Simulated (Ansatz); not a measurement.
A nudged elastic band was laid between two geometries of a periodic cell of 17 atoms, Si₁₆Ge (host Si, host structure diamond, interstitial Ge).

Method: Ansatz, DFT PBEsol, scalar-relativistic, plane waves, PAW. Settings: PAW set soft_1, cutoff 420 eV, k mesh 2x2x2, fermi-dirac smearing 0.05 eV, no spin polarisation.

```
movable images  : 7
climbing image  : yes
spring          : 2.0 to 10.0 eV/Å², energy-weighted
optimiser       : quadratic models (default)
start path      : IDPP
force threshold : 0.05 eV/Å
iteration limit : 35
end points      : relaxed
```

First end point:

```xyz
17
Lattice="0.0000 5.4300 5.4300 5.4300 0.0000 5.4300 5.4300 5.4300 0.0000" Properties=species:S:1:pos:R:3
Si 0.009 -0.010 -0.005
Si 1.313 1.354 1.360
Si 2.678 2.751 -0.037
Si 4.075 4.116 1.360
Si 2.676 -0.044 2.758
Si 4.074 1.355 4.122
Si 5.473 2.752 2.757
Si 6.791 4.068 4.075
Si 0.009 2.719 2.724
Si 1.358 4.071 4.073
Si 2.710 5.420 2.723
Si 4.075 6.784 4.027
Si 2.709 2.721 5.423
Si 4.074 4.022 6.789
Si 5.473 5.386 5.391
Si 6.837 6.785 6.789
Ge 4.076 6.782 6.791
```

Last end point:

```xyz
17
Lattice="0.0000 5.4300 5.4300 5.4300 0.0000 5.4300 5.4300 5.4300 0.0000" Properties=species:S:1:pos:R:3
Si -0.005 0.002 0.012
Si 1.315 1.319 1.326
Si 2.712 2.715 -0.040
Si 4.108 4.112 1.327
Si 2.714 -0.047 2.721
Si 4.111 1.317 4.120
Si 5.475 2.714 2.721
Si 6.779 4.079 4.084
Si -0.051 2.718 2.722
Si 1.312 4.117 4.121
Si 2.710 5.479 2.722
Si 4.077 6.782 4.085
Si 2.712 2.717 5.484
Si 4.079 4.082 6.784
Si 5.429 5.431 5.433
Si 6.777 6.780 6.785
Ge 2.710 8.147 8.157
```

(1) What changes between the two ends?

(2) Give the energies along the band, and the barrier.

(3) What is the geometry of the highest image?

The band took 7 iterations and about 11 core-minutes.

## Answers

(1) Contacts lost: Si15–Ge17. Contacts made: Si10–Ge17. The atom that moves furthest is Ge17, by 2.37 Å.

(2) The forces met the threshold. The highest image is number 4 of 0 to 8, 0.32 eV above the ends, which have the same energy within 2 meV. By the program's own check the climbing image is a first-order saddle point (lowest curvatures found: -0.11 and 0.35 eV/Å²). Limits of this set-up: coarse k mesh, PAW files made for another functional.

```
image  path coordinate (Å)  energy (eV)  Si15–Ge17 (Å)  Si10–Ge17 (Å)
    0                 0.00         0.00           2.42           4.70
    1                 0.66         0.13           2.47           4.16
    2                 1.03         0.30           2.58           3.83
    3                 1.39         0.31           2.74           3.44
    4                 1.74         0.32           3.04           3.05
    5                 2.09         0.31           3.44           2.74
    6                 2.45         0.30           3.82           2.57
    7                 2.82         0.13           4.16           2.47
    8                 3.49         0.00           4.70           2.42
```

(3) 
```xyz
17
Lattice="0.0000 5.4300 5.4300 5.4300 0.0000 5.4300 5.4300 5.4300 0.0000" Properties=species:S:1:pos:R:3
Si 0.260 -0.262 -0.256
Si 1.228 1.227 1.234
Si 2.586 2.842 -0.124
Si 4.201 4.200 1.234
Si 2.585 -0.129 2.849
Si 4.201 1.228 4.205
Si 5.558 2.843 2.849
Si 6.526 4.332 4.338
Si -0.024 2.625 2.630
Si 1.636 3.793 3.798
Si 2.804 5.453 2.630
Si 3.982 6.876 4.053
Si 2.805 2.624 5.458
Si 3.982 4.048 6.882
Si 5.151 5.707 5.713
Si 6.811 6.877 6.882
Ge 3.394 7.465 7.469
```

Run time: 11 min on 1 thread of Arm Neoverse V1, on a shared host, peak memory 1 GiB.
